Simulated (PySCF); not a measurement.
**A gas-phase reaction: CH5ClSi + Cl2 → CH4Cl2Si + ClH**

Wanted: the reaction energy for `C[SiH2]Cl` + `ClCl` → `C[SiH](Cl)Cl` + `Cl`.

Programs: PySCF 2.14.0. All values are calculated, for the isolated system unless a continuum is named. Atoms count from 0, parts from 1.

## Step 1: Starting point

Each species was relaxed by itself at PBE0-D3(BJ)/def2-SVPD.

## Step 2: Energies of the species: wB97M-D3(BJ)/def2-TZVPD

The job: settings as JSON, then the geometry in Å.

```
{"job": {"kind": "react", "xc": "wB97M-D3(BJ)", "basis": "def2-TZVPD"}, "charge": 0, "multiplicity": 1}
-1 CH5ClSi charge 0 multiplicity 1
C     -0.764350     0.390000     0.182300
Si     0.960190    -0.166760    -0.253960
Cl     2.023390     1.444870    -1.056070
H     -0.738140     1.193930     0.931480
H     -1.292180     0.761210    -0.707560
H     -1.337160    -0.453320     0.598560
H      0.953060    -1.234050    -1.292170
H      1.715450    -0.625250     0.944590

-1 Cl2 charge 0 multiplicity 1
Cl     1.014600    -0.010800     0.006550
Cl    -1.014670     0.013240    -0.005460

+1 CH4Cl2Si charge 0 multiplicity 1
C     -0.988310    -0.229520    -0.514050
Si     0.598620     0.397740     0.206040
Cl     2.065990    -1.057680     0.040570
Cl     0.335000     0.825550     2.217750
H     -1.773940     0.534340    -0.419510
H     -1.314610    -1.137680     0.011960
H     -0.850650    -0.469000    -1.578670
H      1.125890     1.624630    -0.437590

+1 ClH charge 0 multiplicity 1
Cl     0.644620    -0.009330     0.002860
H     -0.643410     0.010460    -0.006990
```

Method: wB97M-D3(BJ)/def2-TZVPD reaction energy of separated species, gas phase.

Run with:

```
$ OMP_NUM_THREADS=1 python cluster_run.py task.json out
```

This one command runs all jobs of the session in turn.

**Question.** The jobs that follow are: PBE0-D3(BJ)/def2-TZVPD reaction energy of separated species, gas phase. Predict: reaction energy (wB97M-D3(BJ)/def2-TZVPD); ΔH, ΔG at 298 K (xTB thermal terms). Thermal terms come from harmonic xTB runs on each species.

As calculated:

```
                                                quantity                      value
               reaction energy (wB97M-D3(BJ)/def2-TZVPD)            -65.94 kcal/mol
                     ΔH, ΔG at 298 K (xTB thermal terms)      -66.4, -66.2 kcal/mol
range of the reaction energy over the runs of this table  -65.94 to -65.59 kcal/mol
```

In words: The reaction is exothermic by 66.4 kcal/mol in the gas phase; dispersion gives -0.67, and xTB itself gave -36.44 for the electronic energy (xTB energies and thermal terms come from the earlier relaxation of each species, not shown). No barrier was sought. xTB and this level differ widely in the electronic energy, so what comes from xTB (the thermal terms above all) is less safe here. The reaction energy runs from -65.94 (wB97M-D3(BJ)/def2-TZVPD) to -65.59 kcal/mol (PBE0-D3(BJ)/def2-TZVPD).
